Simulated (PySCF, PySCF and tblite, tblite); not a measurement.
# C₃H₈B₂F₃N: a path driven as rotation about a bond, and NMR exchange, part 2 of 2

PySCF and tblite. Atoms count from 0. Earlier steps stand in the parts before.

## (9) Barriers, rates and exchange

The job: settings as JSON, then the geometry in Å.

```
{"job": {"smiles": "BNBCCC(F)(F)F", "charge": 0, "mult": 1, "motion": "rotation", "what": "aminoborane", "atoms": [0, 1], "drives": [{"terms": [["t", [9, 0, 1, 2], 0.25], ["t", [9, 0, 1, 11], 0.25], ["t", [10, 0, 1, 2], 0.25], ["t", [10, 0, 1, 11], 0.25]], "by": 180, "n": 12}], "flip": [0, 1], "study": "path", "level": {"kind": "nmr", "xc": "PBE0", "basis": "pcSseg-1"}, "fields": [100, 270, 360], "first": 5, "seed": 305, "kind": "path"}, "charge": 0, "multiplicity": 1}
B      2.852879    -0.027725    -0.885536
N      2.308566    -0.861588     0.114026
B      1.005835    -0.910034     0.657094
C     -0.130103     0.076904     0.153036
C     -1.481682    -0.109372     0.848910
C     -2.511225     0.864774     0.318302
F     -2.731856     0.720582    -0.998426
F     -2.156383     2.146628     0.503354
F     -3.708047     0.717512     0.916593
H      3.977226    -0.163109    -1.184345
H      2.182123     0.779164    -1.396910
H      2.955051    -1.533605     0.506489
H      0.780443    -1.701666     1.495163
H     -0.274485    -0.044384    -0.922994
H      0.191021     1.111912     0.290929
H     -1.870866    -1.115310     0.685011
H     -1.395494     0.061347     1.923015
```

Output:

```text
stationary points (kcal/mol above the start)
  n  kind          group   xTB      DFT    lowest mode
  0  minimum      Cs       0.00     0.00      28.9
  1  saddle       Cs      12.74    20.23    -578.6
  2  minimum      Cs       0.00     0.00      29.2

GFN2-xTB energies: T/K, barrier G, reaction G (kcal/mol), k forward, k back (1/s)
 150.00    10.91     0.00   0.000794   0.000796
 200.00    10.84     0.00       11.8       11.8
 250.00    10.79     0.00   3.86e+03   3.87e+03
 298.15    10.74     0.00   1.66e+05   1.66e+05
 350.00    10.70     0.00   3.02e+06   3.03e+06
 400.00    10.67     0.00   2.46e+07   2.47e+07
 500.00    10.63     0.00    4.7e+08   4.72e+08

PBE0/pcSseg-1 + D3(BJ) energies: T/K, barrier G, reaction G (kcal/mol), k forward, k back (1/s)
 150.00    18.40     0.00   9.68e-15    9.7e-15
 200.00    18.34     0.00   7.68e-08    7.7e-08
 250.00    18.28     0.00    0.00109    0.00109
 298.15    18.23     0.00      0.535      0.536
 350.00    18.19     0.00       63.5       63.7
 400.00    18.16     0.00   1.99e+03   1.99e+03
 500.00    18.12     0.00    2.5e+05   2.51e+05
```

Run time: 1.8 min. Hardware: 1 thread of Intel Xeon at 2.80GHz, shared host; peak memory 0.87 GiB. This counts the whole study up to here.

Barriers by level (kcal/mol; entropies in cal/(mol K)). Zero-point and thermal terms come from xTB in every row. ΔG‡ leaves symmetry out; the rate counts equivalent paths (a factor of 2); effective ΔG‡, where given, is the barrier that would give that rate by Eyring's equation alone:

```tsv
level	ΔE‡	with zero-point	ΔH‡	ΔS‡	ΔG‡ (298 K)	ΔE of reaction	k at 298 K (1/s)	effective ΔG‡
GFN2-xTB	12.74	11.15	11.07	1.1	10.74	0.00	1.7e+05	10.33
PBE0/pcSseg-1 + D3(BJ)	20.23	18.64	18.56	1.1	18.23	0.00	0.54	17.82
```

Sites that the driver pairs across this motion, and where their lines would merge (no couplings; faster rotations or exchange between molecules can average them sooner):

```tsv
nucleus	sites: shielding (ppm)	proton frequency (MHz)	spread (Hz)	coalescence (K)	lines at 298 K
¹H	H9: 26.20; H10: 26.04	100	16	342	2
¹H	H9: 26.20; H10: 26.04	270	44	355	2
¹H	H9: 26.20; H10: 26.04	360	58	359	2
```

## (10) Shieldings, start: HF/pcSseg-1

The job: settings as JSON, then the geometry in Å.

```
{"job": {"kind": "nmr", "xc": "HF", "basis": "pcSseg-1", "pop": false}, "charge": 0, "multiplicity": 1}
B      2.852879    -0.027725    -0.885536
N      2.308566    -0.861588     0.114026
B      1.005835    -0.910034     0.657094
C     -0.130103     0.076904     0.153036
C     -1.481682    -0.109372     0.848910
C     -2.511225     0.864774     0.318302
F     -2.731856     0.720582    -0.998426
F     -2.156383     2.146628     0.503354
F     -3.708047     0.717512     0.916593
H      3.977226    -0.163109    -1.184345
H      2.182123     0.779164    -1.396910
H      2.955051    -1.533605     0.506489
H      0.780443    -1.701666     1.495163
H     -0.274485    -0.044384    -0.922994
H      0.191021     1.111912     0.290929
H     -1.870866    -1.115310     0.685011
H     -1.395494     0.061347     1.923015
```

Output:

```text
final grid: 144824 points
cycle   1  E = -520.2054172412  dE =  1.724e+00  |g| = 9.638e-01  |ddm| = 3.360e+00
cycle   2  E = -520.3654396698  dE = -1.600e-01  |g| = 5.609e-01  |ddm| = 8.331e-01
cycle   3  E = -520.4143574020  dE = -4.892e-02  |g| = 8.205e-02  |ddm| = 2.848e-01
cycle   4  E = -520.4165623571  dE = -2.205e-03  |g| = 2.029e-02  |ddm| = 9.251e-02
cycle   5  E = -520.4166858807  dE = -1.235e-04  |g| = 4.073e-03  |ddm| = 2.311e-02
cycle   6  E = -520.4166937775  dE = -7.897e-06  |g| = 1.010e-03  |ddm| = 6.439e-03
cycle   7  E = -520.4166942544  dE = -4.768e-07  |g| = 3.020e-04  |ddm| = 1.571e-03
cycle   8  E = -520.4166942931  dE = -3.870e-08  |g| = 9.911e-05  |ddm| = 4.439e-04
cycle   9  E = -520.4166942967  dE = -3.604e-09  |g| = 3.050e-05  |ddm| = 1.450e-04
cycle  10  E = -520.4166942970  dE = -3.356e-10  |g| = 8.450e-06  |ddm| = 4.680e-05
converged SCF energy = -520.4166942970

GIAO shielding tensors (ppm)
atom      isotropic    diamagn.    paramagn.     s11        s22        s33       span
  0 B       66.584     193.182    -126.598     30.042     41.002    128.709     98.667
  1 N      106.384     321.017    -214.633    -54.858    114.310    259.701    314.559
  2 B       60.926     191.764    -130.838     15.869     51.839    115.069     99.200
  3 C      182.048     256.022     -73.974    175.776    184.684    185.684      9.908
  4 C      159.908     246.755     -86.847    142.372    156.577    180.775     38.402
  5 C       73.986     240.792    -166.805     64.583     67.824     89.552     24.969
  6 F      302.635     475.027    -172.393    211.126    312.732    384.046    172.921
  7 F      302.636     474.491    -171.855    211.123    312.688    384.097    172.974
  8 F      291.071     468.169    -177.098    199.538    292.689    380.987    181.449
  9 H       27.042      29.497      -2.455     26.241     26.826     28.057      1.816
 10 H       26.936      32.143      -5.207     24.498     26.063     30.246      5.748
 11 H       25.436      28.346      -2.910     20.849     25.477     29.982      9.133
 12 H       26.843      31.086      -4.242     24.871     25.301     30.358      5.487
 13 H       30.814      35.171      -4.357     24.452     32.028     35.964     11.513
 14 H       30.813      34.896      -4.083     24.444     32.035     35.960     11.516
 15 H       29.923      30.223      -0.300     25.332     29.099     35.339     10.007
 16 H       29.924      29.961      -0.037     25.333     29.102     35.339     10.006
```

It took 16 s on 1 thread of Intel Xeon at 2.80GHz, shared host; peak memory 0.79 GiB.

This run: HOMO -12.58 eV, LUMO 2.13 eV; dipole 3.73 D.

## (11) Single-point energy, saddle of leg 1: HF/pcSseg-1

The job: settings as JSON, then the geometry in Å.

```
{"job": {"kind": "sp", "xc": "HF", "basis": "pcSseg-1", "pop": false}, "charge": 0, "multiplicity": 1}
B      2.818266     0.035349    -1.039737
N      2.291542    -0.798308     0.018767
B      1.028798    -0.898790     0.572600
C     -0.119644     0.046481    -0.007316
C     -1.485879    -0.125258     0.660423
C     -2.515477     0.803526     0.056056
F     -2.700451     0.591437    -1.257429
F     -2.186402     2.099520     0.184790
F     -3.726753     0.668321     0.629174
H      2.800611    -0.351805    -2.147334
H      3.287146     1.078843    -0.778493
H      3.009098    -1.403168     0.396035
H      0.827066    -1.661103     1.441059
H     -0.230666    -0.132066    -1.080356
H      0.186587     1.091834     0.087981
H     -1.854277    -1.144767     0.537343
H     -1.429564     0.099952     1.726438
```

Output:

```text
final grid: 144824 points
cycle   1  E = -520.1701158541  dE =  1.730e+00  |g| = 9.701e-01  |ddm| = 3.377e+00
cycle   2  E = -520.3324085099  dE = -1.623e-01  |g| = 5.643e-01  |ddm| = 8.228e-01
cycle   3  E = -520.3822317831  dE = -4.982e-02  |g| = 8.225e-02  |ddm| = 2.889e-01
cycle   4  E = -520.3844984145  dE = -2.267e-03  |g| = 2.064e-02  |ddm| = 9.086e-02
cycle   5  E = -520.3846312905  dE = -1.329e-04  |g| = 4.309e-03  |ddm| = 2.341e-02
cycle   6  E = -520.3846401955  dE = -8.905e-06  |g| = 1.065e-03  |ddm| = 6.651e-03
cycle   7  E = -520.3846407559  dE = -5.604e-07  |g| = 3.094e-04  |ddm| = 1.787e-03
cycle   8  E = -520.3846407966  dE = -4.071e-08  |g| = 1.030e-04  |ddm| = 4.629e-04
cycle   9  E = -520.3846408006  dE = -3.958e-09  |g| = 3.075e-05  |ddm| = 1.523e-04
cycle  10  E = -520.3846408009  dE = -3.581e-10  |g| = 9.314e-06  |ddm| = 4.791e-05
converged SCF energy = -520.3846408009
```

Run time: 5 s. Hardware: 1 thread of Intel Xeon at 2.80GHz, shared host; peak memory 0.56 GiB.

Key values: HOMO -11.08 eV, LUMO 1.93 eV; dipole 4.11 D.

## (12) Second level: HF/pcSseg-1 + D3(BJ)

The job: settings as JSON, then the geometry in Å.

```
{"job": {"smiles": "BNBCCC(F)(F)F", "charge": 0, "mult": 1, "motion": "rotation", "what": "aminoborane", "atoms": [0, 1], "drives": [{"terms": [["t", [9, 0, 1, 2], 0.25], ["t", [9, 0, 1, 11], 0.25], ["t", [10, 0, 1, 2], 0.25], ["t", [10, 0, 1, 11], 0.25]], "by": 180, "n": 12}], "flip": [0, 1], "study": "path", "level": {"kind": "nmr", "xc": "HF", "basis": "pcSseg-1", "wide": true}, "fields": [100, 270, 360], "first": 5, "seed": 305, "kind": "pathvar"}, "charge": 0, "multiplicity": 1}
B      2.852879    -0.027725    -0.885536
N      2.308566    -0.861588     0.114026
B      1.005835    -0.910034     0.657094
C     -0.130103     0.076904     0.153036
C     -1.481682    -0.109372     0.848910
C     -2.511225     0.864774     0.318302
F     -2.731856     0.720582    -0.998426
F     -2.156383     2.146628     0.503354
F     -3.708047     0.717512     0.916593
H      3.977226    -0.163109    -1.184345
H      2.182123     0.779164    -1.396910
H      2.955051    -1.533605     0.506489
H      0.780443    -1.701666     1.495163
H     -0.274485    -0.044384    -0.922994
H      0.191021     1.111912     0.290929
H     -1.870866    -1.115310     0.685011
H     -1.395494     0.061347     1.923015
```

Output:

```text
stationary points (kcal/mol above the start)
  n  kind          group   xTB      DFT    lowest mode
  0  minimum      Cs       0.00     0.00      28.9
  1  saddle       Cs      12.74    20.59    -578.6
  2  minimum      Cs       0.00     0.00      29.2

GFN2-xTB energies: T/K, barrier G, reaction G (kcal/mol), k forward, k back (1/s)
 150.00    10.91     0.00   0.000794   0.000796
 200.00    10.84     0.00       11.8       11.8
 250.00    10.79     0.00   3.86e+03   3.87e+03
 298.15    10.74     0.00   1.66e+05   1.66e+05
 350.00    10.70     0.00   3.02e+06   3.03e+06
 400.00    10.67     0.00   2.46e+07   2.47e+07
 500.00    10.63     0.00    4.7e+08   4.72e+08

PBE0/pcSseg-1 + D3(BJ) energies: T/K, barrier G, reaction G (kcal/mol), k forward, k back (1/s)
 150.00    18.40     0.00   9.68e-15    9.7e-15
 200.00    18.34     0.00   7.68e-08    7.7e-08
 250.00    18.28     0.00    0.00109    0.00109
 298.15    18.23     0.00      0.535      0.536
 350.00    18.19     0.00       63.5       63.7
 400.00    18.16     0.00   1.99e+03   1.99e+03
 500.00    18.12     0.00    2.5e+05   2.51e+05

HF/pcSseg-1 + D3(BJ) energies: T/K, barrier G, reaction G (kcal/mol), k forward, k back (1/s)
 150.00    18.76     0.00   2.87e-15   2.88e-15
 200.00    18.70     0.00   3.09e-08    3.1e-08
 250.00    18.64     0.00   0.000527   0.000528
 298.15    18.60     0.00       0.29      0.291
 350.00    18.56     0.00       37.7       37.9
 400.00    18.53     0.00   1.26e+03   1.26e+03
 500.00    18.48     0.00   1.74e+05   1.74e+05
```

It took 2.2 min on 1 thread of Intel Xeon at 2.80GHz, shared host; peak memory 0.87 GiB. This counts the runs that the step sums up.

Barriers by level (kcal/mol; entropies in cal/(mol K)). Zero-point and thermal terms come from xTB in every row. ΔG‡ leaves symmetry out; the rate counts equivalent paths (a factor of 2); effective ΔG‡, where given, is the barrier that would give that rate by Eyring's equation alone:

```tsv
level	ΔE‡	with zero-point	ΔH‡	ΔS‡	ΔG‡ (298 K)	ΔE of reaction	k at 298 K (1/s)	effective ΔG‡
GFN2-xTB	12.74	11.15	11.07	1.1	10.74	0.00	1.7e+05	10.33
PBE0/pcSseg-1 + D3(BJ)	20.23	18.64	18.56	1.1	18.23	0.00	0.54	17.82
HF/pcSseg-1 + D3(BJ)	20.60	19.00	18.93	1.1	18.60	0.00	0.29	18.19
```

## (13) Summary of results

The summary covers parts 1 to 2.

| quantity | value |
| --- | --- |
| barrier (PBE0/pcSseg-1 + D3(BJ)) | ΔE‡ 20.2, ΔG‡(298 K) 18.2 kcal/mol |
| barrier (GFN2-xTB) | ΔE‡ 12.7 kcal/mol |
| rate at 298 K | 0.54 s⁻¹ |
| end of the path | the start, renumbered or mirrored |
| coalescence of ¹H H9 | 359 K at 360 MHz |

**Reading.** The barrier is 20.2 kcal/mol at the DFT level (xTB: 12.7); with thermal terms and the count of paths the DFT value gives a rate of 0.54 s⁻¹ at 298 K. An error of 1.4 kcal/mol changes that rate tenfold. The ¹H lines of H9 and its partners, 58 Hz apart at 360 MHz, merge at 359 K, so by this path alone the exchange at 298 K is slow for them; other paths were not followed. HF/pcSseg-1 + D3(BJ) moves the barrier from 20.2 to 20.6 kcal/mol.
